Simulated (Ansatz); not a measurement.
Debugging a single point of Yb₃TlC, space group Pm-3m (Ansatz's Python interface).

`scf.py`:
```python
from pathlib import Path

import ansatz as az
import numpy as np

lattice = az.Lattice.of(
    [5.96285, 0.0, 0.0],
    [0.0, 5.96285, 0.0],
    [0.0, 0.0, 5.96285],
)
sites = [
    ("Yb", [0.0, 0.5, 0.5]),
    ("Yb", [0.5, 0.5, 0.0]),
    ("Yb", [0.5, 0.0, 0.5]),
    ("Tl", [0.5, 0.5, 0.5]),
    ("C", [0.0, 0.0, 0.0]),
]
system = az.Crystal(lattice=lattice)
for symbol, position in sites:
    system = system.atom(symbol, position)

job = (
    system.calculation()
    .kpoints(5, 5, 5)
    .basis(550)
    .occupations("Fermi-Dirac", width=0.15)
    .functional(az.Functional.PBE)
    .scf(max_iterations=4)
    .compute(potential_components=True, band_table=True)
)
planned = job.session().plan(threads=1)
facts = planned.describe()
print("plan:", facts["n_bands"], "bands,", len(facts["kpoints_frac"]), "k-points, plane waves", facts["n_pw_range"], "grid", facts["fft_dense"])
outcome = planned.execute()
rep = outcome.report

n_atoms = len(rep["lattice"]["sites"])
print("F =", round(rep["free_energy_ev"], 4), "eV for", n_atoms, "atoms")
print("E(sigma -> 0) =", round(rep["energy_sigma0_ev"], 4), "eV, TS =", round(rep["entropy_ts_ev"], 5), "eV")
print("closed by", rep["closed_by"], "after", rep["n_iterations"], "iterations")

folder = Path(outcome.write_results("parts"))
text = (folder / "v_comp_z.tsv").read_text().splitlines()
rows = np.array([line.split() for line in text if not line.startswith("#")], dtype=float)
print(text[0])
print(np.array2string(rows[:: max(len(rows) // 12, 1)], precision=3, suppress_small=True))

table = np.array(rep["eigenvalues_ev"]) - rep["fermi_energy_ev"]
filling = np.array(rep["occupations"])
weights = np.tile(rep["kweights"], len(table) // len(rep["kweights"]))
print("band   lowest  highest (eV from E_F)  electrons")
for band in range(table.shape[1]):
    if table[:, band].max() > -12:
        print(f"{band + 1:4d} {table[:, band].min():8.3f} {table[:, band].max():8.3f} {weights @ filling[:, band]:18.4f}")
print("electrons counted from the table:", round(float(weights @ filling.sum(axis=1)), 5))
```

```console
$ python scf.py
plan: 55 bands, 10 k-points, plane waves [6166, 6236] grid [48, 48, 48]
Traceback (most recent call last):
  File "scf.py", line 34, in <module>
    outcome = planned.execute()
ansatz.NonConvergedError: did not converge after 4 iterations: dr2 = 3.18e-1 (threshold 1.00e-7), under the density mixer `msr1`, which `scf.mixing.algorithm: auto` chose by the deck's other keys (type `scf.mixing.algorithm: msr1` to keep it); raise `scf.max_iter`, which need not help a stalled SCF, or adjust the mixing (`scf.mixing`) or, under a smearing, its width (`scf.occupations.width`, in either direction: another width is another result); this SCF holds its density and magnetisation to the symmetry operations that it keeps, and cannot end on a state that breaks one of them: if the state sought breaks one, re-run with `crystal.symmetry.detect: false`, without `crystal.symmetry.time_reversal: true`, on a non-collinear deck whose state breaks time reversal, with `crystal.symmetry.time_reversal: false` beside it (there exact exchange or a DFT+U term alone can polarise the run; a magnetic state wants starting moments), where the deck allows it (that run may end on another state, and need not converge either) — the other mixer that `auto` picks from is left to try (`scf.mixing.algorithm: broyden`); it can need more iterations, either can converge an SCF that the other leaves [...]
$ echo $?
1
```

Find the fault and give the corrected script.

The fault: the SCF is allowed too few iterations. The change:

```diff
--- before
+++ after
@@ -27,3 +27,2 @@
     .functional(az.Functional.PBE)
-    .scf(max_iterations=4)
     .compute(potential_components=True, band_table=True)
```

With that change:

```console
$ python scf.py
plan: 55 bands, 10 k-points, plane waves [6166, 6236] grid [48, 48, 48]
F = -53073.2747 eV for 5 atoms
E(sigma -> 0) = -53072.8258 eV, TS = 0.8978 eV
closed by deck_thresholds after 11 iterations
# z_ang	v_loc[eV]	v_h[eV]	v_xc[eV]
[[  0.     23.417 -21.653  -7.944]
 [  0.497  32.951 -28.243  -7.25 ]
 [  0.994  39.57  -31.735  -6.115]
 [  1.491  28.134 -20.118  -6.045]
 [  1.988  -2.221   7.607  -7.23 ]
 [  2.485 -49.147  47.26   -9.876]
 [  2.981 -78.039  72.115 -11.257]
 [  3.478 -49.147  47.26   -9.876]
 [  3.975  -2.221   7.607  -7.23 ]
 [  4.472  28.134 -20.118  -6.045]
 [  4.969  39.57  -31.735  -6.115]
 [  5.466  32.951 -28.243  -7.25 ]]
band   lowest  highest (eV from E_F)  electrons
  13  -11.697  -11.557             2.0000
  14  -11.697  -11.557             2.0000
  15  -11.513  -11.493             2.0000
  16  -11.513  -11.493             2.0000
  17  -11.513  -11.493             2.0000
  18   -7.978   -7.868             2.0000
  19   -7.407   -6.391             2.0000
  20   -2.289   -0.856             1.9999
  21   -2.250   -0.852             1.9997
  22   -2.157   -0.787             1.9955
  23   -0.852   -0.708             1.9864
  24   -0.709   -0.701             1.9819
  25   -0.706   -0.698             1.9815
  26   -0.706   -0.694             1.9809
  27   -0.704   -0.690             1.9806
  28   -0.698   -0.690             1.9805
  29   -0.698   -0.688             1.9801
  30   -0.698   -0.683             1.9798
  31   -0.691   -0.681             1.9792
  32   -0.691   -0.675             1.9790
  33   -0.691   -0.674             1.9785
  34   -0.680   -0.672             1.9782
  35   -0.678   -0.668             1.9776
  36   -0.674   -0.664             1.9773
  37   -0.672   -0.659             1.9770
  38   -0.669   -0.659             1.9768
  39   -0.666   -0.656             1.9763
  40   -0.664   -0.656             1.9760
  41   -0.663   -0.649             1.9757
  42   -0.662   -0.304             1.9728
  43   -0.650   -0.198             1.8871
  44   -0.379   -0.103             1.6374
  45   -0.379    0.498             1.0583
  46   -0.289    0.498             0.8405
  47    0.654    1.531             0.0049
  48    0.881    2.144             0.0004
  49    0.926    2.301             0.0001
  50    1.377    2.303             0.0000
  51    1.377    2.477             0.0000
  52    1.377    2.477             0.0000
  53    2.554    3.629             0.0000
  54    2.635    3.705             0.0000
  55    2.665    3.705             0.0000
electrons counted from the table: 89.0
```

Absolute energies stand on the zero of these potentials, so only differences at equal settings mean something. A total without «per atom» is that of the cell as typed. Semilocal functionals put the nearly full 4f shell of Yb too close to the Fermi level. The computed bands are complete only to about 2.7 eV above the Fermi level. For a metal this k-point mesh is coarse: on a finer one energies can move by several to tens of meV an atom and pressures by half a GPa or more, differences at one mesh by less. This cell is a computed structure, which may not be the phase found in nature. Levels are Kohn-Sham eigenvalues on this mesh, without spin-orbit coupling. Wall time of the script: 12 s on 1 thread of Intel(R) Xeon(R) Platinum 8488C (Sapphire Rapids), with other jobs on the host, peak memory 0.62 GiB.

(Lines on the test bed's own set-up are left out of the output.)
